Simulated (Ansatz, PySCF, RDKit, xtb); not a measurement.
# Solving GeSiH2F2, step by step

Only the formula GeSiH2F2 is given. Aim: find the structure of lowest free energy at 298.15 K, then its properties.

Plan: many cheap relaxations first (GFN2-xTB), then density-functional screening, relaxation at r2SCAN-D4/def2-SVP, vibrations and a final energy. The numbers are computed, not measured.

7 further runs of the same task are left out: 7 set aside as unsound or not needed.

## Step 1: Drawing up candidates

All bonding patterns within simple valence rules are listed by program: one Lewis structure each, at most two rings and one unusual centre or charged pair. O–O, O–halogen and N–halogen bonds and N–N–N chains are not drawn. That gives 12 candidates.

```
label               SMILES     spin
 c028       F[SiH2][Ge][F]  triplet
 c099       F[Si][GeH2][F]  triplet
 c104       F[SiH2][Ge][F]  singlet
 c107      F[Si](F)=[GeH2]  singlet
 c210       F[Si][GeH2][F]  singlet
 c260    F/[SiH]=[GeH]\[F]  singlet
 c297   [F][GeH]([F])[SiH]  triplet
 c403   [F][GeH]([F])[SiH]  singlet
 c573       F[SiH](F)[GeH]  triplet
 c720       F[SiH](F)[GeH]  singlet
 c978    F/[SiH]=[GeH]/[F]  singlet
 c979  [F][Ge]([F])=[SiH2]  singlet
```

Candidates are built by distance geometry, with a force field where one applies, in up to four conformers (letters a to d). 6 starts with atoms placed at random are added, to find patterns that the rules miss.

**Question.** With final energies at CCSD(T)/def2-TZVP, which structure will this search put lowest in free energy, and by what margin?

| quantity | value |
| --- | --- |
| lowest structure found | F[SiH](F)[GeH], singlet, C1 |
| next finalist | F[Si](F)=[GeH2], singlet, 4.2 kcal/mol higher in G |
| share at equilibrium, among the finalists | 99.9 % |
| harmonic wavenumbers, lowest and highest (r2SCAN-D4/def2-SVP) | 72 and 2216 cm⁻¹ |
| rotational constants, same geometry | 0.215, 0.05848, 0.04981 cm⁻¹ |
| dipole moment (PBE0/def2-TZVPD) | 2.21 D |
| HOMO energy (PBE0/def2-TZVPD) | -7.09 eV |
| LUMO energy (PBE0/def2-TZVPD) | -3.72 eV |
| HOMO–LUMO gap (PBE0/def2-TZVPD) | 3.37 eV |
| lowest excitation (TD-B3LYP/def2-SVPD) | 1.95 eV (f = 0.003) |
| strongest of the states computed, same level | 6.46 eV (f = 0.294) |
| lowest triplet excitation, same level, Tamm-Dancoff | 1.13 eV |
| vertical ionisation energy | 9.21 eV |
| vertical electron affinity | 1.85 eV |
| vertical triplet less singlet | +1.10 eV |

The search ends on `F[SiH](F)[GeH]`. The margin of 4.2 kcal/mol over the next finalist is beyond the usual error of the last level; it says nothing of structures that weren't ranked. r2SCAN-D4/def2-SVP, relaxed, HF/def2-TZVP and MP2/def2-TZVP already put its bonding pattern lowest among the structures in one piece; GFN2-xTB favours the singlet F[SiH2][Ge][F]; HF/STO-3G favours the singlet F[Si][GeH2][F] (c210a, not a finalist); r2SCAN-D4/def2-SVP favours the singlet F[Si](F)=[GeH2]. One minimum inside the window was never screened. Lowest found is not proven lowest: the search is finite, and each finalist counts with one conformer. Patterns outside the rules of the enumeration were met only by chance.
